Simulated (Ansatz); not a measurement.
**One shape, several levels: CH3Cl3OZr (Zr(OMe)Cl3)**

Wanted: a comparison of 6 runs (HF/STO-3G, HF/3-21G, HF/def2-SVP, PBE/STO-3G, PBE0/def2-SVP, MP2/def2-SVP) of CH3Cl3OZr (Zr(OMe)Cl3). 

The calculation is run with Ansatz 0.2.0.

7 further runs of the same task are left out: 2 for a known fault of the program, 1 that didn't finish, 4 set aside as unsound or not needed.

## Step 1: The molecule

CH3Cl3OZr has 9 atoms, charge 0, and is taken as a singlet. SMILES: `C[O][Zr]([Cl])([Cl])[Cl]`. The shape comes from GFN2-xTB, which is rough for such elements, and wasn't checked as a minimum.

Bond lengths: Zr1–O2 1.837 Å, O2–C3 1.410 Å, Zr1–Cl7 2.267 Å, Zr1–Cl8 2.271 Å, Zr1–Cl9 2.268 Å, C3–H4 1.107 Å, C3–H5 1.097 Å, C3–H6 1.106 Å. Some angles: Zr1–O2–C3 116.7°, O2–Zr1–Cl7 107.6°, O2–Zr1–Cl8 120.3°, O2–Zr1–Cl9 108.1°, Cl7–Zr1–Cl8 107.8°, Cl7–Zr1–Cl9 103.9°, Cl8–Zr1–Cl9 108.0°, O2–C3–H4 110.0°, O2–C3–H5 109.1°, O2–C3–H6 109.9°.

## Step 2: Energy and gradient at HF/STO-3G (run 1)

File in.yaml:

```yaml
crystal:
  periodic: [false, false, false]
  atoms:
    - {symbol: Zr, position_ang: [-0.412920, 0.650230, -1.042800]}
    - {symbol: O, position_ang: [-0.357160, 0.584370, 0.791810]}
    - {symbol: C, position_ang: [0.326000, -0.506870, 1.366090]}
    - {symbol: H, position_ang: [-0.120540, -1.458420, 1.017780]}
    - {symbol: H, position_ang: [0.237270, -0.451060, 2.458270]}
    - {symbol: H, position_ang: [1.396720, -0.467820, 1.090840]}
    - {symbol: Cl, position_ang: [1.720820, 0.532530, -1.799010]}
    - {symbol: Cl, position_ang: [-1.428570, 2.387140, -2.095280]}
    - {symbol: Cl, position_ang: [-1.361630, -1.270110, -1.787690]}
basis:
  gaussian:
    orbitals: STO-3G
output: {forces: true, orbitals: {seedname: orbitals}}
accuracy: high
hamiltonian:
  xc: hf
```

Command:

```console
$ ansatz run in.yaml --threads 1 --pin off --max-ram 3480MiB --events-out events.jsonl --progress --plain --runs-dir runs
```

Standard output:

```text
Warning: RAYON_NUM_THREADS=1 ignored (pool sized by the plan → 1); use --threads N
Functional definition: HF
  name "HF"
  exchange = exact_x
  correlation = 0
1433 factors; integrals over basis functions are off by at most 2.4e-8 eV
mean field evaluation 1: about -135519.1145 eV, gradient 3.3e1 eV
mean field evaluation 2: about -135519.2537 eV, gradient 3.3e1 eV
mean field evaluation 4: about -135523.4872 eV, gradient 2.4e0 eV
mean field evaluation 8: about -135523.5076 eV, gradient 5.8e-2 eV
mean field -135523.50762905 eV, -4980.3970442347 hartree, gradient 1.3e-8 eV, S^2 0.000000; 0 other end points of the search recorded, 0 dependent functions left out
the calculation of the forces begins
reference -135523.50762905 eV, -4980.3970442347 hartree; 54, 54 occupied and 13, 13 virtual orbitals, 1433 factors
Total energy: -135523.50762905 eV, -4980.3970442347 hartree
Atom 0 at    -0.412920     0.650230    -1.042800 Å, force    -0.480554     0.713995    -2.136040 eV/Å
Atom 1 at    -0.357160     0.584370     0.791810 Å, force    -0.346374     0.622671     1.719605 eV/Å
Atom 2 at     0.326000    -0.506870     1.366090 Å, force     0.667814    -1.097647     1.114194 eV/Å
Atom 3 at    -0.120540    -1.458420     1.017780 Å, force     0.469850     0.307147     0.388480 eV/Å
Atom 4 at     0.237270    -0.451060     2.458270 Å, force     0.100586    -0.172524    -0.050905 eV/Å
Atom 5 at     1.396720    -0.467820     1.090840 Å, force    -0.459201    -0.298286     0.318573 eV/Å
Atom 6 at     1.720820     0.532530    -1.799010 Å, force     1.813377    -0.027079    -0.440968 eV/Å
Atom 7 at    -1.428570     2.387140    -2.095280 Å, force    -0.900184     1.535928    -0.494519 eV/Å
Atom 8 at    -1.361630    -1.270110    -1.787690 Å, force    -0.865313    -1.584206    -0.418419 eV/Å
Dipole moment:     0.073895    -0.107562     0.776116 e Å
```

Run time: 8.1 s. Hardware: 1 thread of Intel Xeon at 2.70GHz, shared host; peak memory 0.35 GiB.

## Step 3: Energy and forces at HF/3-21G (run 2)

File molecule.yaml:

```yaml
crystal:
  periodic: [false, false, false]
  atoms:
    - {symbol: Zr, position_ang: [-0.412920, 0.650230, -1.042800]}
    - {symbol: O, position_ang: [-0.357160, 0.584370, 0.791810]}
    - {symbol: C, position_ang: [0.326000, -0.506870, 1.366090]}
    - {symbol: H, position_ang: [-0.120540, -1.458420, 1.017780]}
    - {symbol: H, position_ang: [0.237270, -0.451060, 2.458270]}
    - {symbol: H, position_ang: [1.396720, -0.467820, 1.090840]}
    - {symbol: Cl, position_ang: [1.720820, 0.532530, -1.799010]}
    - {symbol: Cl, position_ang: [-1.428570, 2.387140, -2.095280]}
    - {symbol: Cl, position_ang: [-1.361630, -1.270110, -1.787690]}
basis:
  gaussian:
    orbitals: 3-21G-spherical.json
output:
  forces: true
  orbitals: {seedname: orbitals}
magnetization:
  spin_polarized: false
  initial_magnetization: 0
accuracy: high
hamiltonian:
  xc: hf
```

The basis set 3-21G is read from a file made from the Basis Set Exchange's data (not shown).

Command:

```console
$ ansatz run molecule.yaml --threads 1 --pin off --max-ram 3480MiB --events-out events.jsonl --progress --plain --runs-dir runs
```

Standard output, shortened:

```text
Warning: RAYON_NUM_THREADS=1 ignored (pool sized by the plan → 1); use --threads N
[... 2 set-up lines as earlier in the session ...]
[...]
2283 factors; integrals over basis functions are off by at most 9.3e-9 eV
[...]
mean field -136276.67773005 eV, -5008.0755349295 hartree, gradient 7.2e-8 eV, S^2 0.000000; 0 other end points of the search recorded, 0 dependent functions left out
[...]
reference -136276.67773005 eV, -5008.0755349295 hartree; 54, 54 occupied and 45, 45 virtual orbitals, 2283 factors
Total energy: -136276.67773005 eV, -5008.0755349295 hartree
Atom 0 at    -0.412920     0.650230    -1.042800 Å, force    -0.666112     1.052101     0.489453 eV/Å
Atom 1 at    -0.357160     0.584370     0.791810 Å, force    -0.573473     0.961031     0.465625 eV/Å
Atom 2 at     0.326000    -0.506870     1.366090 Å, force     1.214165    -1.919311     1.874123 eV/Å
Atom 3 at    -0.120540    -1.458420     1.017780 Å, force     0.458092     0.583439     0.389119 eV/Å
Atom 4 at     0.237270    -0.451060     2.458270 Å, force     0.079959    -0.101156    -0.659065 eV/Å
Atom 5 at     1.396720    -0.467820     1.090840 Å, force    -0.742194    -0.185787     0.316787 eV/Å
Atom 6 at     1.720820     0.532530    -1.799010 Å, force     2.967295    -0.096832    -0.890292 eV/Å
Atom 7 at    -1.428570     2.387140    -2.095280 Å, force    -1.366338     2.331224    -1.122117 eV/Å
Atom 8 at    -1.361630    -1.270110    -1.787690 Å, force    -1.371395    -2.624709    -0.863633 eV/Å
Dipole moment:     0.153392    -0.233949     0.852566 e Å
```

Wall time 16 s (1 thread of Intel Xeon at 2.70GHz, shared host); peak memory 0.45 GiB.

Runs 3 to 4 aren't shown in full; the table further down has their settings and results.

## Step 4: Energy and forces at PBE0/def2-SVP (core potential) (run 5)

File run.yaml:

```yaml
crystal:
  periodic: [false, false, false]
  atoms:
    - {symbol: Zr, position_ang: [-0.412920, 0.650230, -1.042800]}
    - {symbol: O, position_ang: [-0.357160, 0.584370, 0.791810]}
    - {symbol: C, position_ang: [0.326000, -0.506870, 1.366090]}
    - {symbol: H, position_ang: [-0.120540, -1.458420, 1.017780]}
    - {symbol: H, position_ang: [0.237270, -0.451060, 2.458270]}
    - {symbol: H, position_ang: [1.396720, -0.467820, 1.090840]}
    - {symbol: Cl, position_ang: [1.720820, 0.532530, -1.799010]}
    - {symbol: Cl, position_ang: [-1.428570, 2.387140, -2.095280]}
    - {symbol: Cl, position_ang: [-1.361630, -1.270110, -1.787690]}
basis:
  gaussian: {orbitals: def2-SVP}
hamiltonian: {xc: pbe0}
accuracy: high
output: {forces: true, orbitals: {seedname: orbitals}}
```

Command:

```console
$ ansatz run run.yaml --threads 1 --pin off --max-ram 3480MiB --events-out events.jsonl --progress --plain --runs-dir runs
```

Standard output, shortened:

```text
Warning: RAYON_NUM_THREADS=1 ignored (pool sized by the plan → 1); use --threads N
Functional definition: PBE0
  name "PBE0"
[...]
2834 factors; integrals over basis functions are off by at most 1.4e-8 eV
[...]
mean field -41958.83651310 eV, -1541.9588011356 hartree, gradient 5.4e-8 eV, S^2 0.000000; 0 other end points of the search recorded, 0 dependent functions left out
[...]
reference -41958.83651796 eV, -1541.9588013140 hartree; 40, 40 occupied and 88, 88 virtual orbitals, 2834 factors
Total energy: -41958.83651796 eV, -1541.9588013140 hartree
Atom 0 at    -0.412920     0.650230    -1.042800 Å, force    -0.258003     0.356229    -1.747910 eV/Å
Atom 1 at    -0.357160     0.584370     0.791810 Å, force     0.038862     0.003769     2.216116 eV/Å
Atom 2 at     0.326000    -0.506870     1.366090 Å, force     0.101054    -0.141983     0.351960 eV/Å
Atom 3 at    -0.120540    -1.458420     1.017780 Å, force     0.156045     0.020371     0.158754 eV/Å
Atom 4 at     0.237270    -0.451060     2.458270 Å, force     0.024206    -0.074761     0.125428 eV/Å
Atom 5 at     1.396720    -0.467820     1.090840 Å, force    -0.078679    -0.134483     0.136513 eV/Å
Atom 6 at     1.720820     0.532530    -1.799010 Å, force     1.511950    -0.028089    -0.390755 eV/Å
Atom 7 at    -1.428570     2.387140    -2.095280 Å, force    -0.777949     1.328488    -0.472535 eV/Å
Atom 8 at    -1.361630    -1.270110    -1.787690 Å, force    -0.717487    -1.329541    -0.377572 eV/Å
Dipole moment:     0.117640    -0.180132     0.564980 e Å
```

It took 27 s on 1 thread of Intel Xeon at 2.70GHz, shared host; peak memory 0.64 GiB.

## Step 5: Energy and gradient at MP2/def2-SVP (core potential) (run 6)

Edit in.yaml of step 2 so:

```diff
@@ -14,6 +14,9 @@
   gaussian:
-    orbitals: STO-3G
-output: {forces: true, orbitals: {seedname: orbitals}}
+    orbitals: def2-SVP
+correlation:
+  method: mp2
+  frozen_orbitals: {C: 1, Cl: 5, H: 0, O: 1, Zr: 0}
 accuracy: high
-hamiltonian:
-  xc: hf
+output:
+  forces: true
+  orbitals: {seedname: orbitals}
```

Command:

```console
$ ansatz run in.yaml --threads 1 --pin off --max-ram 3480MiB --events-out events.jsonl --progress --plain --runs-dir runs
```

Standard output, shortened:

```text
Warning: RAYON_NUM_THREADS=1 ignored (pool sized by the plan → 1); use --threads N
[... 2 set-up lines as earlier in the session ...]
[...]
2834 factors; integrals over basis functions are off by at most 1.4e-8 eV
[...]
mean field -41885.62124189 eV, -1539.2681895455 hartree, gradient 3.3e-8 eV, S^2 0.000000; 0 other end points of the search recorded, 0 dependent functions left out
17 core orbitals not correlated: weight in the atoms' cores, before any rotation towards them, 1.000 or more for the frozen orbitals, at most 0.000 for the correlated occupied ones
reference -41885.62124189 eV, -1539.2681895455 hartree; 23, 23 occupied and 88, 88 virtual orbitals, 2834 factors
second order -26.56376117 eV of doubles, -0.00000000 eV of singles
[...]
Total energy: -41912.18500305 eV, -1540.2443897628 hartree
Atom 0 at    -0.412920     0.650230    -1.042800 Å, force    -0.229789     0.303051    -1.979991 eV/Å
Atom 1 at    -0.357160     0.584370     0.791810 Å, force    -0.156839     0.321716     2.094070 eV/Å
Atom 2 at     0.326000    -0.506870     1.366090 Å, force     0.339114    -0.523756     0.619496 eV/Å
Atom 3 at    -0.120540    -1.458420     1.017780 Å, force     0.187971     0.101978     0.158635 eV/Å
Atom 4 at     0.237270    -0.451060     2.458270 Å, force     0.029099    -0.078834     0.053549 eV/Å
Atom 5 at     1.396720    -0.467820     1.090840 Å, force    -0.164429    -0.130922     0.129709 eV/Å
Atom 6 at     1.720820     0.532530    -1.799010 Å, force     1.428376    -0.017314    -0.341557 eV/Å
Atom 7 at    -1.428570     2.387140    -2.095280 Å, force    -0.746637     1.275048    -0.401947 eV/Å
Atom 8 at    -1.361630    -1.270110    -1.787690 Å, force    -0.686865    -1.250967    -0.331965 eV/Å
Dipole moment:     0.122299    -0.186588     0.582010 e Å
```

Wall time 35 s (1 thread of Intel Xeon at 2.70GHz, shared host); peak memory 0.65 GiB.

## Step 6: The series

```
run                           level  core potential  frozen core orbitals   energy (Eh)  dipole moment (D)  HOMO energy (eV)  LUMO energy (eV)  wall time
  1                       HF/STO-3G            none                     –  -4980.397044               3.78            -10.64              4.48      8.1 s
  2                        HF/3-21G            none                     –  -5008.075535               4.31            -12.74              0.52       16 s
  3    HF/def2-SVP (core potential)        def2-SVP                     –  -1539.268190               2.99            -12.51              1.85       16 s
  4                      PBE/STO-3G            none                     –  -4983.244227               3.75             -5.42              0.10       13 s
  5  PBE0/def2-SVP (core potential)        def2-SVP                     –  -1541.958801               2.90             -9.21             -1.67       27 s
  6   MP2/def2-SVP (core potential)        def2-SVP                    17  -1540.244390               2.99            -12.51              1.85       35 s
```

## Step 7: Summary of results

| quantity | value |
| --- | --- |
| run 6: total energy | -1540.24439 Eh |
| run 6: dipole moment (correlated density) | 2.99 D |
| run 6: HOMO energy (Hartree–Fock orbitals) | -12.51 eV |
| run 6: LUMO energy (Hartree–Fock orbitals) | 1.85 eV |
| run 6: HOMO–LUMO gap (Hartree–Fock orbitals) | 14.36 eV |
| run 6: correlation energy (17 core orbitals frozen) | -976.2 mEh |
| run 6: largest force on an atom | 2.124 eV/Å |

**Reading.** The dipole moment (its size) runs from 2.90 D (PBE0/def2-SVP) to 4.31 D (HF/3-21G). The two ends differ in method and basis and core potential. Over runs 1, 2, 3, 4, 5 the HOMO–LUMO gap runs from 5.52 eV (PBE/STO-3G) to 15.12 eV (HF/STO-3G). Exact exchange widens orbital gaps. Totals of different functionals can't be ranked against each other. Some runs of one species differ in core potentials or relativity; totals across that change don't compare. In runs 1, 4 the basis is minimal, so the values are rough. In runs 1, 2, 4 relativity is left out where basis or elements ask for it. All runs together took 1.9 min, the longest 35 s.
